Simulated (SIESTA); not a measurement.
# BiTe: band structure with PBEsol

Crystal: BiTe.

```xyz
2
Lattice="0.0000 3.2350 3.2350 3.2350 0.0000 3.2350 3.2350 3.2350 0.0000" Properties=species:S:1:pos:R:3 pbc="T T T"
Bi    0.0000    0.0000    0.0000
Te    3.2350    3.2350    3.2350
```

- Program: SIESTA 5.4.2
- Task: band structure
- Functional: PBEsol
- Potentials or basis: PseudoDojo 0.4 standard (PBEsol files)
- Basis: SZP (energy shift 0.003 Ry)
- Grid cutoff: 500 Ry
- Energy shift: 0.003 Ry
- k mesh: 7 × 7 × 7
- Occupations: fermi-dirac, width 0.05 eV
- Spin: no spin polarisation

```json
{"Pressure": "-0.2 GPa", "Band gap on the k mesh": "none (metal or under the smearing width)"}
```

Levels at the corners of the path, in eV from the Fermi level:
| point | band 13 | band 14 | band 15 | band 16 | band 17 | band 18 |
| --- | --- | --- | --- | --- | --- | --- |
| Γ | -2.60 | -2.60 | -2.60 | 2.23 | 2.23 | 2.23 |
| X | -5.76 | -4.09 | -4.09 | 2.31 | 3.66 | 3.66 |
| W | -5.07 | -5.07 | -1.67 | -0.32 | 3.93 | 3.93 |
| K | -5.39 | -3.59 | -3.55 | 1.91 | 2.02 | 3.95 |
| Γ | -2.60 | -2.60 | -2.60 | 2.23 | 2.23 | 2.23 |
| L | -2.00 | -2.00 | -1.69 | -0.82 | -0.68 | -0.68 |
| U | -5.39 | -3.59 | -3.55 | 1.91 | 2.02 | 3.95 |
| W | -5.07 | -5.07 | -1.67 | -0.32 | 3.93 | 3.93 |
| L | -2.00 | -2.00 | -1.69 | -0.82 | -0.68 | -0.68 |
| K | -5.39 | -3.59 | -3.55 | 1.91 | 2.02 | 3.95 |
| U | -5.39 | -3.59 | -3.55 | 1.91 | 2.02 | 3.95 |
| X | -5.76 | -4.09 | -4.09 | 2.31 | 3.66 | 3.66 |

Run time: 15 s on 1 thread of Arm Neoverse V2 (shared host), peak memory 0.21 GiB.

Caveat: spin-orbit coupling is left out, which moves the levels of the heavy elements; the basis of atomic orbitals isn't converged, which shifts pressures, moduli and gaps.
